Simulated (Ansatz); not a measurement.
**CdFH3OSi: basis-set convergence**

An exercise on one series of results from a longer session: the logs are not shown, and one member is left open.

Method: one geometry, several basis sets; program: Ansatz 0.2.0, Gaussian basis.

The runs, in order: PBE0-D4/def2-SVP; ωB97M-V/def2-SVP; PBE0-D4/def2-QZVPP; ωB97M-V/def2-QZVPP; the functionals' def2-TZVPP values are taken from earlier runs.

## The geometry

An earlier PBE0-D4 in a triple-zeta def2 set relaxation fixed the geometry. Cd takes the def2 core potential; no spin-orbit term is included.

7 atoms, charge 0, spin multiplicity 1.

Atoms are counted from 1 here; the program's logs count them from 0.

Bond lengths: F1–Cd2 1.923 Å, Cd2–O3 1.944 Å, O3–Si4 1.629 Å, Si4–H5 1.493 Å, Si4–H6 1.493 Å, Si4–H7 1.486 Å. Angles: F1–Cd2–O3 177.1°, Cd2–O3–Si4 134.1°, O3–Si4–H5 111.8°, O3–Si4–H6 111.8°, O3–Si4–H7 108.7°, H5–Si4–H6 107.1°, H5–Si4–H7 108.7°, H6–Si4–H7 108.7°.

Coordinates:

```xyz
7
charge 0, multiplicity 1
F    -1.5834   -3.2406    1.6105
Cd   -1.0548   -1.7064    0.5780
O    -0.5944   -0.1757   -0.5288
Si    0.5352    0.9935   -0.4335
H     1.9178    0.4364   -0.5120
H     0.4411    1.7528    0.8486
H     0.3384    1.9400   -1.5627
```

Set-up of the first run:

Input file in.yaml:

```yaml
crystal:
  periodic: [false, false, false]
  atoms:
    - {symbol: F, position_ang: [-1.583350, -3.240555, 1.610472]}
    - {symbol: Cd, position_ang: [-1.054806, -1.706418, 0.578048]}
    - {symbol: O, position_ang: [-0.594360, -0.175740, -0.528839]}
    - {symbol: Si, position_ang: [0.535186, 0.993531, -0.433550]}
    - {symbol: H, position_ang: [1.917812, 0.436444, -0.512017]}
    - {symbol: H, position_ang: [0.441136, 1.752764, 0.848615]}
    - {symbol: H, position_ang: [0.338372, 1.939975, -1.562739]}
basis:
  gaussian: {orbitals: def2-SVP}
hamiltonian: {xc: pbe0, dispersion: d4}
output: {orbitals: {seedname: orbitals}}
```

Steps of the session up to this table: PBE0-D4 in def2-SVP; ωB97M-V in def2-SVP; PBE0-D4 in def2-QZVPP; ωB97M-V in def2-QZVPP.

One of the session's tables, all rows but one given; the rest of the session is left out.

It belongs to the step «Functionals by basis». 

```
functional       basis  HOMO (eV)  LUMO (eV)
   PBE0-D4    def2-SVP      -8.25      -2.01
   PBE0-D4  def2-TZVPP      -8.41      -2.18
   PBE0-D4  def2-QZVPP      -8.44      -2.19
   ωB97M-V    def2-SVP     -10.51      -0.15
   ωB97M-V  def2-TZVPP     -10.72      -0.38
   ωB97M-V  def2-QZVPP          ?          ?
```

**Question.** Estimate the row for ωB97M-V, def2-QZVPP.

As computed: HOMO (eV): -10.74; LUMO (eV): -0.54. In the column «HOMO (eV)» it is the lowest.
